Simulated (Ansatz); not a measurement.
# C7H11GeN: up Jacob's ladder to CCSD(T)

The task here is to estimate one member of a computed series from the others.

Computed with Ansatz 0.2.0, Gaussian basis. Level: functionals in def2-TZVPP, the program's frozen cores in correlated methods.

Plan: LDA (SPW92), PBE-D4, revPBE-D4, BLYP-D4, r2SCAN-D4, B97M-V, PBE0-D4, B3LYP-D4, r2SCANh-D4, r2SCAN0-D4, HSE06-D4, BHLYP-D4, CAM-B3LYP-D4, LC-ωPBE, ωB97X-V, ωB97M-V, B2PLYP, PBE-QIDH; CCSD(T)/def2-SVP; CCSD(T)/def2-TZVPP; MP2/def2-QZVPP; extrapolation to the limit; RPA on PBE.

**The relaxed structure**

All runs share one geometry, relaxed beforehand with PBE0-D4 in a triple-zeta def2 set.

20 atoms, charge 0, spin multiplicity 1.

Atoms are counted from 1 here; the program's logs count them from 0.

Bond lengths: C1–N2 1.443 Å, C1–H10 1.097 Å, C1–H11 1.097 Å, C1–H12 1.090 Å, N2–Ge3 1.848 Å, N2–C4 1.382 Å, Ge3–H13 1.539 Å, Ge3–H14 1.534 Å, Ge3–H15 1.539 Å, C4–C5 1.402 Å, C4–C9 1.403 Å, C5–C6 1.386 Å, C5–H16 1.081 Å, C6–C7 1.385 Å, C6–H17 1.085 Å, C7–C8 1.388 Å, C7–H18 1.083 Å, C8–C9 1.381 Å and more. Angles: N2–C1–H10 111.8°, N2–C1–H11 111.8°, N2–C1–H12 109.8°, H10–C1–H11 107.9°, H10–C1–H12 107.7°, H11–C1–H12 107.7°, C1–N2–Ge3 119.9°, C1–N2–C4 118.5°, Ge3–N2–C4 121.7°, N2–Ge3–H13 110.5°, N2–Ge3–H14 104.7°, N2–Ge3–H15 110.5°, H13–Ge3–H14 110.9°, H13–Ge3–H15 109.2°, H14–Ge3–H15 111.0°, N2–C4–C5 121.8°, N2–C4–C9 120.8°, C5–C4–C9 117.4° and more.

Geometry (Å):

```mol
C7H11GeN
  3D, bonds by distance, orders not assigned

 20 20  0  0  0  0  0  0  0  0999 V2000
    0.6954   -0.2567   -2.2483 C   0  0
    0.8391   -0.4514   -0.8259 N   0  0
    2.2906   -1.3865   -0.1665 Ge  0  0
   -0.1263    0.0741    0.0115 C   0  0
   -1.2291    0.7829   -0.4863 C   0  0
   -2.1849    1.3012    0.3726 C   0  0
   -2.0831    1.1370    1.7439 C   0  0
   -0.9956    0.4369    2.2477 C   0  0
   -0.0355   -0.0851    1.4029 C   0  0
    0.6897    0.8073   -2.5157 H   0  0
   -0.2308   -0.7044   -2.6297 H   0  0
    1.5290   -0.7250   -2.7709 H   0  0
    3.1259   -0.4958    0.7699 H   0  0
    3.0965   -1.7814   -1.4103 H   0  0
    1.8235   -2.6332    0.6052 H   0  0
   -1.3456    0.9332   -1.5507 H   0  0
   -3.0251    1.8441   -0.0467 H   0  0
   -2.8344    1.5450    2.4086 H   0  0
   -0.8898    0.2927    3.3173 H   0  0
    0.7989   -0.6257    1.8373 H   0  0
  1  2  8  0
  2  3  8  0
  2  4  8  0
  4  5  8  0
  5  6  8  0
  6  7  8  0
  7  8  8  0
  8  9  8  0
  1 10  8  0
  1 11  8  0
  1 12  8  0
  3 13  8  0
  3 14  8  0
  3 15  8  0
  5 16  8  0
  6 17  8  0
  7 18  8  0
  8 19  8  0
  9 20  8  0
  4  9  8  0
M  END
```

Set-up of the first run:

in.yaml reads:

```yaml
crystal:
  periodic: [false, false, false]
  atoms:
    - {symbol: C, position_ang: [0.695375, -0.256708, -2.248297]}
    - {symbol: N, position_ang: [0.839143, -0.451380, -0.825865]}
    - {symbol: Ge, position_ang: [2.290648, -1.386499, -0.166536]}
    - {symbol: C, position_ang: [-0.126275, 0.074112, 0.011549]}
    - {symbol: C, position_ang: [-1.229061, 0.782936, -0.486261]}
    - {symbol: C, position_ang: [-2.184943, 1.301186, 0.372632]}
    - {symbol: C, position_ang: [-2.083088, 1.136966, 1.743935]}
    - {symbol: C, position_ang: [-0.995640, 0.436920, 2.247732]}
    - {symbol: C, position_ang: [-0.035495, -0.085084, 1.402936]}
    - {symbol: H, position_ang: [0.689722, 0.807296, -2.515700]}
    - {symbol: H, position_ang: [-0.230811, -0.704368, -2.629656]}
    - {symbol: H, position_ang: [1.528993, -0.724999, -2.770935]}
    - {symbol: H, position_ang: [3.125928, -0.495801, 0.769932]}
    - {symbol: H, position_ang: [3.096468, -1.781417, -1.410319]}
    - {symbol: H, position_ang: [1.823541, -2.633213, 0.605219]}
    - {symbol: H, position_ang: [-1.345616, 0.933208, -1.550698]}
    - {symbol: H, position_ang: [-3.025084, 1.844141, -0.046664]}
    - {symbol: H, position_ang: [-2.834365, 1.545035, 2.408634]}
    - {symbol: H, position_ang: [-0.889843, 0.292746, 3.317286]}
    - {symbol: H, position_ang: [0.798903, -0.625677, 1.837276]}
basis:
  gaussian: {orbitals: def2-TZVPP}
hamiltonian: {xc: lda}
output: {orbitals: {seedname: orbitals}}
```

Launch:

```sh
ansatz run in.yaml --threads 4 --pin off --events-out ev --progress --plain --max-ram 46080MiB --backend cuda --devices 0, --max-vram 37GiB
```

Among the steps run: LDA; PBE-D4 (GGA); revPBE-D4 (GGA); BLYP-D4 (GGA); r2SCAN-D4 (meta-GGA); B97M-V (meta-GGA); PBE0-D4 (hybrid); B3LYP-D4 (hybrid); r2SCANh-D4 (hybrid); r2SCAN0-D4 (hybrid); HSE06-D4 (hybrid); BHLYP-D4 (hybrid); CAM-B3LYP-D4 (range-separated); LC-ωPBE (range-separated); ωB97X-V (range-separated); ωB97M-V (range-separated); B2PLYP (double hybrid); PBE-QIDH (double hybrid).

One table of the session follows, with a row left open; its other results are not shown here.

It belongs to the step «Orbital energies across the functionals». 

```
  functional  HOMO (eV)  gap (eV)
 LDA (SPW92)      -4.91      3.75
      PBE-D4      -4.73      3.82
   revPBE-D4      -4.66      3.85
     BLYP-D4      -4.57      3.82
   r2SCAN-D4      -4.88      4.14
      B97M-V      -4.94      4.24
     PBE0-D4      -5.70      5.68
    B3LYP-D4      -5.51      5.30
  r2SCANh-D4      -5.26      4.84
  r2SCAN0-D4          ?         ?
    HSE06-D4      -5.32      4.92
    BHLYP-D4      -6.53      7.52
CAM-B3LYP-D4      -6.87      7.92
     LC-ωPBE      -8.07     10.14
     ωB97X-V      -7.78      9.82
     ωB97M-V      -7.72      9.67
```

Estimate the missing values for r2SCAN0-D4.

Worked estimate for «HOMO (eV)». Against the share of exact exchange, r2SCAN-D4 (0, -4.88), r2SCANh-D4 (0.1, -5.26) give a slope of -3.80 per unit share; at 0.25 the line stands at -5.83.

As computed: HOMO (eV): -5.82; gap (eV): 5.88. In «HOMO (eV)» the line misses by -0.01.
